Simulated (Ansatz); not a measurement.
# Ta3Cd2O8: relaxing cell and atoms

Wanted: the geometry at rest of Ta3Cd2O8 (a borrowed structure type, volume estimated), relaxing cell and atoms, and its electronic structure there.

Program: Ansatz 0.2.0. Level of theory: DFT, PBE, no spin polarisation, plane waves, PAW. These are calculated values, not measurements.

**1. Geometry**

It takes space group C2/m (No. 12, monoclinic). Conventional cell: a = 11.123 Å, b = 5.978 Å, c = 5.077 Å, α = 90.00°, β = 109.51°, γ = 90.00°. Ta (site symmetry 2) is surrounded by 6 O at 1.91 to 1.96 Å. O (site symmetry m) is surrounded by 3 Ta at 1.92 to 1.96 Å. Ta (site symmetry 2/m) has 6 O at 1.91 to 1.92 Å as nearest neighbours. Around O (site symmetry 1) lie 2 Ta at 1.91 Å and 1 Cd at 2.27 Å. Around Cd (site symmetry m) lie 3 O at 2.23 to 2.27 Å. O (site symmetry m) is surrounded by 2 Ta at 1.92 Å and 1 Cd at 2.23 Å.

In its conventional cell, by symmetry (the run takes the cell typed in the input):

```cif
data_structure
_symmetry_space_group_name_H-M 'C2/m'
_symmetry_Int_Tables_number 12
_cell_length_a 11.1231
_cell_length_b 5.9784
_cell_length_c 5.0767
_cell_angle_alpha 90.000
_cell_angle_beta 109.510
_cell_angle_gamma 90.000
_cell_volume 318.21
loop_
_atom_site_label
_atom_site_type_symbol
_atom_site_symmetry_multiplicity
_atom_site_Wyckoff_symbol
_atom_site_fract_x
_atom_site_fract_y
_atom_site_fract_z
_atom_site_occupancy
Ta1 Ta 4 g 0.00000 0.26100 0.00000 1
O1 O 4 i 0.08200 0.00000 0.89900 1
Ta2 Ta 2 c 0.00000 0.00000 0.50000 1
O2 O 8 j 0.09100 0.23300 0.39000 1
Cd1 Cd 4 i 0.22020 0.50000 0.65700 1
O3 O 4 i 0.10100 0.50000 0.93400 1
```

It starts from an earlier solution of the starting cell (checkpoint.read).

**2. The walk to rest**

The input, input.yaml:

```yaml
crystal:
  lattice:
    - [0.0, 5.978411, 0.0]
    - [5.561528, -2.989206, 0.0]
    - [1.695479, 0.0, -4.78522]
  atoms:
    - { symbol: Ta, position: [0.261, 0.0, 0.0] }
    - { symbol: Ta, position: [0.739, 0.0, 0.0] }
    - { symbol: O, position: [0.082, 0.164, 0.101] }
    - { symbol: O, position: [0.918, 0.836, 0.899] }
    - { symbol: Ta, position: [0.0, 0.0, 0.5] }
    - { symbol: O, position: [0.324, 0.182, 0.61] }
    - { symbol: O, position: [0.142, 0.818, 0.39] }
    - { symbol: O, position: [0.676, 0.818, 0.39] }
    - { symbol: O, position: [0.858, 0.182, 0.61] }
    - { symbol: Cd, position: [0.7202, 0.4404, 0.343] }
    - { symbol: Cd, position: [0.2798, 0.5596, 0.657] }
    - { symbol: O, position: [0.601, 0.202, 0.066] }
    - { symbol: O, position: [0.399, 0.798, 0.934] }
  symmetry: { tolerance: 0.0003 }
kpoints:
  mp_grid: { grid: [4, 4, 4], shift: [0, 0, 0] }
magnetization:
  spin_polarized: false
scf:
  occupations: { method: methfessel_paxton, width: 0.0548 }
  lower_state_search: "off"
hamiltonian:
  pseudopotentials: { kind: paw }
  xc: pbe
basis:
  ecutwfc: 420
  fft_grid_basis: typed
relax:
  max_steps: 40
  cell: { p_target: 0.0 }
  f_tol: 0.03
output:
  forces: true
  stress: true
  eigenvalues: true
  populations: true
  elf: true
  write_potential: true
  volumetric_format: npy
  dos:
    e_range: [-12, 8]
    de: 0.05
    projected: { site_lists: { Cd: [Cd], O: [O], Ta: [Ta] } }
  bader: false
checkpoint:
  read: saved_state
```

Run with:

```sh
ansatz run input.yaml --threads 2 --pin off --max-ram 2560MiB --backend cpu --events-out ev --progress --plain --runs-dir out
```

Q: Predict the outcome of this session. Wanted: moves; energy gained; largest move; cell; volume; pressure at the end; character.

**Answer**, as computed:

| quantity | value |
| --- | --- |
| moves | 13 |
| energy gained | 352.2 meV/atom |
| largest move | 0.16 Å (O) |
| space group (0.01 Å), before / after | C2/m / C2/m |
| cell | a = 6.128 Å, b = 6.801 Å, c = 5.276 Å, α = 72.30°, β = 90.00°, γ = 116.78° |
| volume | 14.20 Å³/atom (+16.0 %) |
| pressure at the end | 0.00 GPa |
| formation energy (elements from separate runs) | -2.08 eV/atom |
| character | metal |
| density of states, mean within 0.25 eV of the Fermi level | 3.1 per eV per cell |

**Reading.** The volume grew by 16.0 %, and the largest move of an atom is 0.16 Å apart from the change of the cell; the energy fell by 352.2 meV per atom. With 4 symmetry operations imposed, the end may be a saddle point towards distortions that break them. By a distance rule the end structure falls into sheets, and the functional has no dispersion term: where only weak forces hold such sheets, the spacing at the end is too wide to trust. Bands cross the Fermi level: a metal; within 0.25 eV of the Fermi level the density of states averages 3.1 per eV per cell, mostly Ta d (42 %), Cd s (33 %) and O p (16 %). Against the elements' reference phases (Ta bcc, O2 molecule, Cd hcp; separate runs with the same functional) the formation energy is -2.08 eV per atom, which says nothing yet of rival compounds.

Keep in mind: an odd count of electrons without spin polarisation forces a partly filled band; the k mesh is coarse for a cell without a gap.
